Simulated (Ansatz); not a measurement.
**C₂H₅AlN₂: small, medium and large basis sets**

The task here is to estimate one member of a computed series from the others.

Method: one geometry, several basis sets; program: Ansatz 0.2.0, Gaussian basis.

Levels to be run: PBE0-D4/def2-SVP; ωB97M-V/def2-SVP; PBE0-D4/def2-QZVPP; ωB97M-V/def2-QZVPP; the functionals' def2-TZVPP values are taken from earlier runs.

## The relaxed structure

The geometry comes from an earlier relaxation with PBE0-D4 in a triple-zeta def2 set; it is a stationary point, not always the lowest conformer.

SMILES `C#[C][Al]([NH2])[NH2]`, 10 atoms, charge 0, spin multiplicity 1.

Atoms are counted from 1 here; the program's logs count them from 0.

Bond lengths: C1–C2 1.210 Å, C1–H6 1.067 Å, C2–Al3 1.908 Å, Al3–N4 1.763 Å, Al3–N5 1.763 Å, N4–H7 1.006 Å, N4–H8 1.006 Å, N5–H9 1.006 Å, N5–H10 1.006 Å. Angles: C2–C1–H6 180.0°, C1–C2–Al3 180.0°, C2–Al3–N4 118.9°, C2–Al3–N5 118.9°, N4–Al3–N5 122.2°, Al3–N4–H7 126.4°, Al3–N4–H8 123.3°, H7–N4–H8 110.4°, Al3–N5–H9 123.3°, Al3–N5–H10 126.4°, H9–N5–H10 110.4°.

Geometry (Å):

```xyz
10
C2H5AlN2
C    -2.3681    1.2211    0.8733
C    -1.3459    0.6936    0.4978
Al    0.2657   -0.1380   -0.0942
N     0.2476   -1.8611   -0.4670
N     1.7224    0.8429   -0.2499
H    -3.2691    1.6860    1.2042
H     1.0274   -2.4108   -0.7859
H    -0.5748   -2.4352   -0.3837
H     1.7500    1.8271   -0.0413
H     2.6277    0.5234   -0.5503
```

The first run:

Input file in.yaml:

```yaml
crystal:
  periodic: [false, false, false]
  atoms:
    - {symbol: C, position_ang: [-2.368108, 1.221077, 0.873257]}
    - {symbol: C, position_ang: [-1.345947, 0.693568, 0.497828]}
    - {symbol: Al, position_ang: [0.265684, -0.137975, -0.094220]}
    - {symbol: N, position_ang: [0.247640, -1.861062, -0.467048]}
    - {symbol: N, position_ang: [1.722423, 0.842863, -0.249857]}
    - {symbol: H, position_ang: [-3.269072, 1.686027, 1.204194]}
    - {symbol: H, position_ang: [1.027357, -2.410809, -0.785854]}
    - {symbol: H, position_ang: [-0.574759, -2.435247, -0.383727]}
    - {symbol: H, position_ang: [1.750005, 1.827095, -0.041294]}
    - {symbol: H, position_ang: [2.627676, 0.523364, -0.550280]}
basis:
  gaussian: {orbitals: def2-SVP}
hamiltonian: {xc: pbe0, dispersion: d4}
output: {orbitals: {seedname: orbitals}}
```

Steps of the session up to this table: PBE0-D4 in def2-SVP; ωB97M-V in def2-SVP; PBE0-D4 in def2-QZVPP; ωB97M-V in def2-QZVPP.

One table of the session follows, with a row left open; its other results are not shown here.

It belongs to the step «Functionals by basis». 

| functional | basis | HOMO (eV) | LUMO (eV) |
| --- | --- | --- | --- |
| PBE0-D4 | def2-SVP | ? | ? |
| PBE0-D4 | def2-TZVPP | -7.02 | -0.15 |
| PBE0-D4 | def2-QZVPP | -7.09 | -0.23 |
| ωB97M-V | def2-SVP | -9.07 | 2.06 |
| ωB97M-V | def2-TZVPP | -9.41 | 1.70 |
| ωB97M-V | def2-QZVPP | -9.48 | 1.12 |

Q: Estimate the row for PBE0-D4, def2-SVP from the others.

The run gave: HOMO (eV): -6.70; LUMO (eV): 0.10. In the column «HOMO (eV)» it is the highest.
